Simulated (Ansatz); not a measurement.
# CH₈GeSSi: one species, many methods

How much do the methods differ for CH₈GeSSi? The plan is to run it at one geometry with functionals of several rungs and with coupled cluster, and see how far each lands from CCSD(T) at the basis-set limit for the atomisation energy.

Method: functionals in def2-TZVPP, the program's frozen cores in correlated methods; program: Ansatz 0.2.0, Gaussian basis.

The runs, in order: PBE-D4, r2SCAN-D4, PBE0-D4, B3LYP-D4, ωB97X-V, ωB97M-V, B2PLYP; CCSD(T)/def2-TZVPP; MP2/def2-QZVPP; extrapolation to the limit.

## 1. Structure used throughout

An earlier PBE0-D4 in a triple-zeta def2 set relaxation fixed the geometry.

12 atoms, charge 0, spin multiplicity 1.

Atoms are counted from 1 here; the program's logs count them from 0.

Bond lengths: Si1–Ge2 2.381 Å, Si1–H5 1.487 Å, Si1–H6 1.488 Å, Si1–H7 1.484 Å, Ge2–C3 1.969 Å, Ge2–H8 1.543 Å, Ge2–H9 1.544 Å, C3–S4 1.808 Å, C3–H10 1.091 Å, C3–H11 1.092 Å, S4–H12 1.343 Å. Angles: Ge2–Si1–H5 109.1°, Ge2–Si1–H6 109.9°, Ge2–Si1–H7 111.1°, H5–Si1–H6 108.7°, H5–Si1–H7 109.4°, H6–Si1–H7 108.6°, Si1–Ge2–C3 108.4°, Si1–Ge2–H8 110.9°, Si1–Ge2–H9 112.3°, C3–Ge2–H8 107.3°, C3–Ge2–H9 110.0°, H8–Ge2–H9 107.9°, Ge2–C3–S4 111.6°, Ge2–C3–H10 112.0°, Ge2–C3–H11 108.6°, S4–C3–H10 111.1°, S4–C3–H11 105.3°, H10–C3–H11 107.8° and more.

As a file:

```
Si   -1.3068    1.3800   -0.4185
Ge    0.0709    0.0844    1.0280
C     1.4422   -0.8150   -0.0618
S     0.7082   -1.7006   -1.4567
H    -0.4503    2.0527   -1.4312
H    -2.0258    2.4210    0.3650
H    -2.3086    0.5289   -1.1081
H    -0.7514   -1.0167    1.7296
H     0.7432    0.9434    2.1204
H     2.0707   -1.4756    0.5365
H     2.0862   -0.0554   -0.5087
H    -0.2016   -2.4021   -0.7604
```

## 2. PBE-D4 (GGA)

File in.yaml:

```yaml
crystal:
  periodic: [false, false, false]
  atoms:
    - {symbol: Si, position_ang: [-1.306817, 1.380008, -0.418503]}
    - {symbol: Ge, position_ang: [0.070923, 0.084362, 1.028008]}
    - {symbol: C, position_ang: [1.442182, -0.814993, -0.061786]}
    - {symbol: S, position_ang: [0.708232, -1.700580, -1.456662]}
    - {symbol: H, position_ang: [-0.450346, 2.052703, -1.431229]}
    - {symbol: H, position_ang: [-2.025786, 2.420963, 0.364957]}
    - {symbol: H, position_ang: [-2.308569, 0.528887, -1.108100]}
    - {symbol: H, position_ang: [-0.751447, -1.016686, 1.729645]}
    - {symbol: H, position_ang: [0.743240, 0.943407, 2.120387]}
    - {symbol: H, position_ang: [2.070747, -1.475563, 0.536463]}
    - {symbol: H, position_ang: [2.086241, -0.055435, -0.508737]}
    - {symbol: H, position_ang: [-0.201600, -2.402074, -0.760443]}
basis:
  gaussian: {orbitals: def2-TZVPP}
hamiltonian: {xc: pbe, dispersion: d4}
output: {forces: true, orbitals: {seedname: orbitals}}
```

Launch:

```sh
ansatz run in.yaml --threads 4 --pin off --events-out ev --progress --plain --max-ram 10444MiB
```

Further steps of the session: r2SCAN-D4 (meta-GGA); PBE0-D4 (hybrid); B3LYP-D4 (hybrid); ωB97X-V (range-separated); ωB97M-V (range-separated); B2PLYP (double hybrid); CCSD(T) in def2-TZVPP; MP2 in def2-QZVPP.

**Question.** What will the summary of the whole plan be? Wanted: atomisation energy, CCSD(T)/CBS; farthest; mean size of error, hybrid; mean size of error, range-separated; gap, smallest and largest; T1 diagnostic; triples share of the correlation energy.

The runs gave:

| quantity | value |
| --- | --- |
| atomisation energy, CCSD(T)/CBS | 3646.2 kJ/mol |
| functionals within 36.5 kJ/mol (1.0 %) | PBE-D4, r2SCAN-D4, PBE0-D4, B3LYP-D4, ωB97X-V, ωB97M-V |
| farthest | B2PLYP (-73.6 kJ/mol) |
| mean size of error, hybrid | 30.7 kJ/mol |
| mean size of error, range-separated | 14.9 kJ/mol |
| gap, smallest and largest | 4.65 eV (PBE-D4), 11.03 eV (ωB97X-V) |
| T1 diagnostic | 0.0115 |
| triples share of the correlation energy | 3.8 % |

In words: PBE-D4 is off by -15.6 kJ/mol. Double hybrids carry the basis error of their MP2 part in triple zeta, and no dispersion term here, so their miss is partly the set-up's. Misses under about 36.5 kJ/mol are within the doubt on the reference itself, which lacks core-valence correlation, relativity and higher excitations, and its outer-core shells are covered unevenly. Hartree-Fock recovers 73 % of the binding; the rest is correlation. Orbital gaps span 4.6 to 11.0 eV; exact exchange widens them. Correlated methods include outer-core shells of Ge, which these sets cover unevenly.
